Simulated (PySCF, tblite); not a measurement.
**C6H11O2 radical: geometry, infrared bands and EPR parameters**

Aim: predict the infrared bands and EPR parameters of C6H11O2 radical (`CO[C@H]1CC[CH]CO1`).

Programs: tblite 0.8.0 and PySCF 2.14.0, with density-fitted response routines of our own. Each step states its level of theory. These are calculated values for one molecule in the gas phase, unless marked as measured. Atoms count from 0, in the outputs and in this text.

## Step 1: The starting structure

19 atoms, charge 0, multiplicity 2; geometry from: force field or distance geometry start.

Bonds of the start (Å): C0–O1 1.43, O1–C2 1.41, C2–C3 1.53, C3–C4 1.53, C4–C5 1.50, C5–C6 1.49, C6–O7 1.42, O7–C2 1.43, C0–H8 1.09, C0–H9 1.08, C0–H10 1.09, C2–H11 1.09, C3–H12 1.11, C3–H13 1.09, C4–H14 1.09, C4–H15 1.10, C5–H16 1.08, C6–H17 1.09, C6–H18 1.09.

## Step 2: Geometry optimisation with GFN2-xTB

The job: settings as JSON, then the geometry in Å.

```
{"job": {"kind": "relax", "xc": "GFN2-xTB", "basis": "xTB"}, "charge": 0, "multiplicity": 2}
C      2.551400     0.534500     0.230700
O      1.347600    -0.154500     0.566000
C      0.585800    -0.489200    -0.574200
C     -0.525500    -1.467400    -0.204500
C     -1.581800    -0.819300     0.689600
C     -1.980300     0.502300     0.112800
C     -0.882300     1.388300    -0.379400
O      0.019500     0.666900    -1.207100
H      2.317100     1.483000    -0.260400
H      3.172600    -0.080200    -0.408600
H      3.088400     0.750100     1.151100
H      1.223700    -0.981500    -1.308600
H     -0.107500    -2.338200     0.338300
H     -1.004900    -1.838700    -1.114200
H     -2.461500    -1.459500     0.760400
H     -1.197700    -0.669900     1.709800
H     -2.922800     0.947200     0.401000
H     -0.342000     1.836700     0.458900
H     -1.309600     2.198700    -0.969000
```

On the command line:

```console
$ OMP_NUM_THREADS=1 python probes_run.py task.json out
```

The driver reads the jobs from task.json and runs them one after another.

Log:

```text
step      E/eV     max force
  0    -721.42440    1.073
  1    -721.48233    0.376
  2    -721.49805    0.315
  3    -721.51092    0.252
  4    -721.52020    0.215
  5    -721.52613    0.153
  6    -721.52913    0.121
  7    -721.53080    0.090
  8    -721.53178    0.083
  9    -721.53255    0.074
 10    -721.53323    0.069
 11    -721.53385    0.067
 12    -721.53450    0.058
 13    -721.53530    0.072
 14    -721.53623    0.076
 15    -721.53709    0.093
 16    -721.53775    0.079
 17    -721.53832    0.057
 18    -721.53892    0.063
 19    -721.53948    0.054
 20    -721.53988    0.043
 21    -721.54014    0.040
 22    -721.54039    0.046
 23    -721.54072    0.053
 24    -721.54111    0.062
 25    -721.54151    0.051
 26    -721.54195    0.061
 27    -721.54246    0.081
 28    -721.54300    0.074
 29    -721.54346    0.059
 30    -721.54384    0.051
 31    -721.54426    0.052
 32    -721.54480    0.071
 33    -721.54532    0.061
 34    -721.54568    0.049
 35    -721.54590    0.043
 36    -721.54608    0.033
 37    -721.54626    0.030
 38    -721.54640    0.024
 39    -721.54650    0.020
 40    -721.54657    0.023
 41    -721.54663    0.019
 42    -721.54667    0.013
 43    -721.54671    0.014
 44    -721.54674    0.016
 45    -721.54677    0.015
 46    -721.54681    0.012
 47    -721.54683    0.010
```

Run time: 0.3 s. Hardware: 1 thread of Arm Neoverse V1, shared host; peak memory 0.18 GiB.

The steps of the relaxation: (not every step is listed)

| step | energy from step 0 (eV) | largest force (eV/Å) |
| --- | --- | --- |
| 0 | 0.0000 | 1.0728 |
| 1 | -0.0579 | 0.3756 |
| 2 | -0.0737 | 0.3153 |
| 3 | -0.0865 | 0.2519 |
| 4 | -0.0958 | 0.2155 |
| 5 | -0.1017 | 0.1528 |
| 6 | -0.1047 | 0.1207 |
| 7 | -0.1064 | 0.0900 |
| 8 | -0.1074 | 0.0834 |
| 11 | -0.1095 | 0.0670 |
| 14 | -0.1118 | 0.0761 |
| 17 | -0.1139 | 0.0569 |
| 20 | -0.1155 | 0.0427 |
| 23 | -0.1163 | 0.0533 |
| 26 | -0.1176 | 0.0610 |
| 29 | -0.1191 | 0.0594 |
| 32 | -0.1204 | 0.0707 |
| 35 | -0.1215 | 0.0427 |
| 38 | -0.1220 | 0.0244 |
| 41 | -0.1222 | 0.0188 |
| 42 | -0.1223 | 0.0132 |
| 43 | -0.1223 | 0.0136 |
| 44 | -0.1223 | 0.0159 |
| 45 | -0.1224 | 0.0154 |
| 46 | -0.1224 | 0.0118 |
| 47 | -0.1224 | 0.0096 |

Distances of close pairs at the start and the end, largest changes first:

| bond | before (Å) | after (Å) | change (Å) |
| --- | --- | --- | --- |
| C2–O7 | 1.435 | 1.400 | -0.034 |
| C3–H12 | 1.108 | 1.089 | -0.019 |
| C4–C5 | 1.496 | 1.478 | -0.018 |
| C0–O1 | 1.427 | 1.409 | -0.018 |
| C6–H17 | 1.093 | 1.111 | +0.017 |
| C5–C6 | 1.494 | 1.478 | -0.017 |
| C2–H11 | 1.090 | 1.106 | +0.015 |
| C0–H9 | 1.083 | 1.097 | +0.014 |

The next job starts from the end point, and lists it.

## Step 3: Infrared spectrum with GFN2-xTB

The job: settings as JSON, then the geometry in Å.

```
{"job": {"kind": "ir", "xc": "GFN2-xTB", "basis": "xTB"}, "charge": 0, "multiplicity": 2}
C      2.495630     0.510901     0.285031
O      1.310622    -0.208149     0.540076
C      0.557284    -0.486546    -0.611320
C     -0.546303    -1.474131    -0.225874
C     -1.530570    -0.794422     0.734239
C     -1.941558     0.514322     0.183610
C     -0.897869     1.375754    -0.409819
O      0.046597     0.669720    -1.214050
H      2.287051     1.457248    -0.223238
H      3.180571    -0.078745    -0.336023
H      2.950659     0.703953     1.254150
H      1.208619    -0.924482    -1.390013
H     -0.090727    -2.348343     0.236877
H     -1.063270    -1.776718    -1.137018
H     -2.393929    -1.435802     0.919686
H     -1.006615    -0.652611     1.692135
H     -2.917426     0.920787     0.371975
H     -0.337076     1.900037     0.392822
H     -1.321494     2.136479    -1.070708
```

Log:

```text
mode    cm-1     km/mol
  1      74.1      2.73
  2     113.0      2.88
  3     141.1      0.61
  4     153.3      0.65
  5     198.1     11.06
  6     282.4     15.35
  7     310.0     15.01
  8     355.5      1.87
  9     428.3      6.14
 10     542.7      3.25
 11     589.6      7.80
 12     706.7      0.74
 13     840.1      7.40
 14     885.9      8.51
 15     913.2     32.01
 16     933.9     19.59
 17     947.2     42.93
 18     994.8     27.32
 19    1043.1     78.67
 20    1064.6     46.07
 21    1072.6     39.26
 22    1102.0     50.58
 23    1130.7     16.64
 24    1136.7      3.10
 25    1145.7     15.67
 26    1181.1     28.47
 27    1189.6     14.56
 28    1225.1     12.06
 29    1272.2      7.64
 30    1308.0     13.83
 31    1309.5      8.04
 32    1317.5     25.26
 33    1329.2     27.86
 34    1338.4      0.89
 35    1399.3      0.49
 36    1429.8      1.57
 37    1443.8      1.75
 38    1457.6      1.94
 39    1462.9      4.42
 40    1488.9      2.91
 41    2708.8     40.75
 42    2819.4     75.66
 43    2841.3     18.21
 44    2910.6     53.51
 45    2946.1     35.25
 46    2956.1     27.87
 47    2976.8     45.21
 48    2997.9     33.80
 49    3008.3     35.35
 50    3027.2     20.17
 51    3133.0     38.10
```

Run time: 0.61 s. Hardware: 1 thread of Arm Neoverse V1, shared host; peak memory 0.18 GiB.

The strongest bands and the atoms that carry them (share of the mass-weighted mode):

| cm⁻¹ | km/mol | atoms |
| --- | --- | --- |
| 947 | 42.9 | C4 15 %, O7 14 %, C6 13 %, H12 12 % |
| 1043 | 78.7 | O7 18 %, C6 14 %, H14 13 % |
| 1065 | 46.1 | C2 15 %, C4 11 %, C5 10 % |
| 1102 | 50.6 | C2 20 %, H16 19 %, O1 18 % |
| 2709 | 40.8 | H17 93 % |
| 2819 | 75.7 | H11 94 % |
| 2911 | 53.5 | H9 86 % |
| 2977 | 45.2 | H14 92 % |

## Step 4: g tensor and hyperfine couplings: B3LYP/pcH-1

Same as in step 3 but for these lines:

```diff
@@ -1,2 +1,2 @@
-{"job": {"kind": "ir", "xc": "GFN2-xTB", "basis": "xTB"}, "charge": 0, "multiplicity": 2}
+{"job": {"kind": "epr", "basis": "pcH-1"}, "charge": 0, "multiplicity": 2}
 C      2.495630     0.510901     0.285031
```

Method: UKS B3LYP, pcH-1 on C H O, non-relativistic, mean-field spin-orbit, GIAO.

Log:

```text
UKS, coarse grid
  cycle   1  E = -385.53219838  |g| = 5.97e-01
  cycle   2  E = -385.38983104  |g| = 8.82e-01
  cycle   3  E = -385.66036240  |g| = 7.16e-02
  cycle   4  E = -385.66190972  |g| = 3.44e-02
  cycle   5  E = -385.66245044  |g| = 7.70e-03
  cycle   6  E = -385.66248017  |g| = 1.72e-03
  cycle   7  E = -385.66248122  |g| = 1.17e-03
  cycle   8  E = -385.66248192  |g| = 3.56e-04
UKS, final grid
  cycle   1  E = -385.66242852  |g| = 6.02e-04
  cycle   2  E = -385.66242827  |g| = 1.07e-03
  cycle   3  E = -385.66242865  |g| = 3.95e-05
  cycle   4  E = -385.66242865  |g| = 1.79e-05
E = -385.66242865 Eh   <S^2> = 0.7538 (exact 0.7500)
g shifts (ppm)      1          2          3
  rmc          -141       -141       -141
  gc              1         27         27
  oz_so          46        308        801
  total         -94        194        687
hyperfine (MHz)  atom isotope    a_iso     a_fc   dipolar eigenvalues
    0   13C      -0.02      -0.02     -0.31     -0.05      0.36
    1   17O      -1.33      -1.33     -0.41     -0.09      0.50
    2   13C      -1.51      -1.51     -0.73     -0.56      1.30
    3   13C      25.58      25.58     -3.11     -2.32      5.43
    4   13C     -29.02     -29.02     -2.26     -0.16      2.42
    5   13C      96.33      96.33    -79.94    -79.52    159.46
    6   13C     -35.43     -35.43     -2.51     -0.85      3.36
    7   17O      -4.26      -4.26     -7.13      3.43      3.70
    8    1H       0.38       0.38     -1.08     -0.88      1.96
    9    1H      -0.06      -0.06     -0.58     -0.55      1.13
   10    1H       0.11       0.11     -0.65     -0.62      1.27
   11    1H       6.89       6.89     -1.30     -1.24      2.55
   12    1H       1.50       1.50     -2.38     -1.77      4.15
   13    1H      -2.75      -2.75     -4.29     -2.23      6.51
   14    1H      16.80      16.80     -4.93     -4.10      9.03
   15    1H     141.96     141.96     -5.43     -2.79      8.22
   16    1H     -63.04     -63.04    -38.37     -0.31     38.68
   17    1H     133.23     133.23     -5.98     -2.20      8.18
   18    1H      33.09      33.09     -5.57     -4.11      9.68
```

Wall time 96 s (1 thread of Arm Neoverse V1, shared host); peak memory 0.96 GiB.

Principal g values 2.00223, 2.00251, 2.00301; g(iso) = 2.00258, against 2.00232 for a free electron.

Mean a(iso) over the nuclei that a row names, and the largest dipolar term of the row (other rows stand at the frozen geometry):

| nuclei | isotope | a(iso) (MHz) | a(iso) (G, at g = 2.0023) | largest dipolar term (MHz) |
| --- | --- | --- | --- | --- |
| H15 | 1H | 142.0 | 50.7 | 8.2 |
| H17 | 1H | 133.2 | 47.5 | 8.2 |
| C5 | 13C | 96.3 | 34.4 | 159.5 |
| H16 | 1H | -63.0 | -22.5 | 38.7 |
| C6 | 13C | -35.4 | -12.6 | 3.4 |
| H18 | 1H | 33.1 | 11.8 | 9.7 |
| C4 | 13C | -29.0 | -10.4 | 2.4 |
| C3 | 13C | 25.6 | 9.1 | 5.4 |
| H14 | 1H | 16.8 | 6.0 | 9.0 |
| H11 | 1H | 6.9 | 2.5 | 2.5 |
| O7 | 17O | -4.3 | -1.5 | -7.1 |
| H13 | 1H | -2.8 | -1.0 | 6.5 |
| C2 | 13C | -1.5 | -0.5 | 1.3 |
| H12 | 1H | 1.5 | 0.5 | 4.2 |

Mulliken spin populations:

C0 0.00; O1 0.00; C2 -0.01; C3 0.02; C4 -0.08; C5 1.01; C6 -0.07; O7 0.01; H8 0.00; H9 0.00; H10 0.00; H11 0.00; H12 0.00; H13 0.00; H14 0.01; H15 0.06; H16 -0.04; H17 0.06; H18 0.01

In first order the couplings over 0.8 MHz of 1H give 256 distinct lines over 142.5 G, if the averaged nuclei exchange fast; the same motion can average rows kept apart here too.

The fields below are evaluated on a grid from the run's orbitals.

ELF in a plane through or near 7 of the atoms.

Values, 10 rows by 14 columns:
```
0.00 0.00 0.00 0.00 0.00 0.00 0.00 0.00 0.00 0.00 0.00 0.00 0.00 0.00
0.00 0.00 0.00 0.00 0.00 0.00 0.00 0.00 0.00 0.00 0.00 0.00 0.00 0.00
0.00 0.00 0.00 0.00 0.00 0.00 0.41 0.40 0.07 0.01 0.03 0.01 0.00 0.00
0.00 0.00 0.01 0.76 0.96 0.02 0.82 1.00 0.37 0.40 0.98 0.94 0.01 0.00
0.00 0.00 0.04 0.61 0.94 0.15 0.04 0.16 0.62 0.26 0.88 0.62 0.01 0.00
0.00 0.01 0.38 0.87 0.30 0.63 0.74 0.08 0.52 0.58 0.33 0.05 0.00 0.00
0.00 0.00 0.43 0.70 0.07 0.76 0.16 0.39 0.79 0.67 0.99 0.95 0.01 0.00
0.00 0.00 0.00 0.01 0.00 0.01 0.13 1.00 0.87 0.02 0.19 0.10 0.00 0.00
0.00 0.00 0.00 0.00 0.00 0.00 0.12 0.91 0.56 0.00 0.00 0.00 0.00 0.00
0.00 0.00 0.00 0.00 0.00 0.00 0.00 0.00 0.00 0.00 0.00 0.00 0.00 0.00
```
The map spans 11.5 Å across and 10.0 Å up, centred on the molecule. Atoms in the plane (x, y in Å): C0 (-2.5, 0.1), O1 (-1.2, -0.4), C4 (1.7, -0.6), C5 (1.8, 0.8), H12 (0.5, -2.3), H16 (2.8, 1.3), H17 (0.1, 1.9).

On the surface of density 0.002 e/bohr³ the electrostatic potential runs, from the 1st to the 99th percentile, from -1.41 V near O7 to 0.70 V near H16.

The spin density lies nearest to C5 64 %; H16 10 %; H15, H17 about 6 % each.

## Step 5: What came out

```
                                                                  quantity                 value
                                 strongest single infrared mode (GFN2-xTB)  1043 cm⁻¹, 79 km/mol
                                              zero-point energy (GFN2-xTB)         99.5 kcal/mol
                                                            g(iso) (B3LYP)               2.00258
                                                                      ⟨S²⟩    0.754 (exact 0.75)
                                        largest a(iso) (averaged by class)  1H on H15, 142.0 MHz
potential on the surface of density 0.002 e/bohr³, 1st and 99th percentile    -1.41 V and 0.70 V
```

Relaxing lowered the energy by 0.122 eV in 47 steps; the close pair that moved most is C2–O7, from 1.435 to 1.400 Å. No mode is imaginary among the 51: a minimum at this level. The strongest single mode, at 1043 cm⁻¹, has its largest shares on O7, C6 and H14 (the list is cut at 3 atoms). GFN2-xTB is a fitted tight-binding method: band positions and strengths are rough. Its intensities can rank the bands wrongly. C5 carries the largest spin population, 1.01 e. The isotropic g lies 0.3 ppt above the free-electron value. These values are for one conformer; the search (at its own cheap level) found 1 more, at 0.80 kcal/mol, and measured spectra average over such forms.
